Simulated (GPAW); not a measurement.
Runs of GPAW 26.7.0 on BiTe. The structure is trigonal, space group R-3m (No. 166). The conventional cell has a = 4.845 Å, b = 4.845 Å, c = 9.952 Å, α = 90.00°, β = 90.00°, γ = 120.00°. Bi (site symmetry -3m) has 6 Te at 3.25 Å as nearest neighbours. Around Te (site symmetry -3m) lie 6 Bi at 3.25 Å. The cell comes from a database or a generator and needn't be the stable form of this composition.

| task | level | potentials or basis | cell | k mesh | cutoff (eV) | maxiter | band path | band points | convergence | gap on the mesh (eV) | pressure (GPa) |
| --- | --- | --- | --- | --- | --- | --- | --- | --- | --- | --- | --- |
| single point | PBEsol | PAW data sets generated in the run's folder for this functional, pw | as given | 7 × 7 × 7 | 600 | 150 | - | - | - | none | -2.5 |
| single point | PBEsol | PAW data sets generated in the run's folder for this functional, pw | atoms moved at random, drawn with an rms of 0.05 Å | 7 × 7 × 7 | 600 | 150 | - | - | - | none | -2.5 |
| band structure | PBEsol | PAW data sets generated in the run's folder for this functional, pw | as given | 6 × 6 × 6 | 600 | 150 | GLB1,BZGX,QFP1Z,LP | 80 | - | - | -2.7 |
| band structure | LDA | the program's PAW data sets (release 1.2.1) made for this functional, pw | as given | 6 × 6 × 6 | 600 | 150 | GLB1,BZGX,QFP1Z,LP | 80 | - | - | -3.9 |
| single point | r2SCAN | GPAW PAW data sets (gpaw-data 1.2.1), pw | as given | 6 × 6 × 6 | 500 | 120 | - | - | default | none | (a) |

Alike in all rows: no spin polarisation; smearing fermi-dirac 0.05 eV.

Q: Fill in the values left out.

A: (a) -1.0.

Caveats: spin-orbit coupling is left out, which moves the levels of the heavy elements; the cutoff is short for stress and forces, so pressures can be off by a GPa or more (some runs); the PAW data sets were made with another functional, which shifts forces and pressure a little (some runs).

A k mesh can miss the band edges, and the runs leave out spin-orbit coupling on Bi, Te.

A gap of «none» marks a metal or a gap under the smearing width.
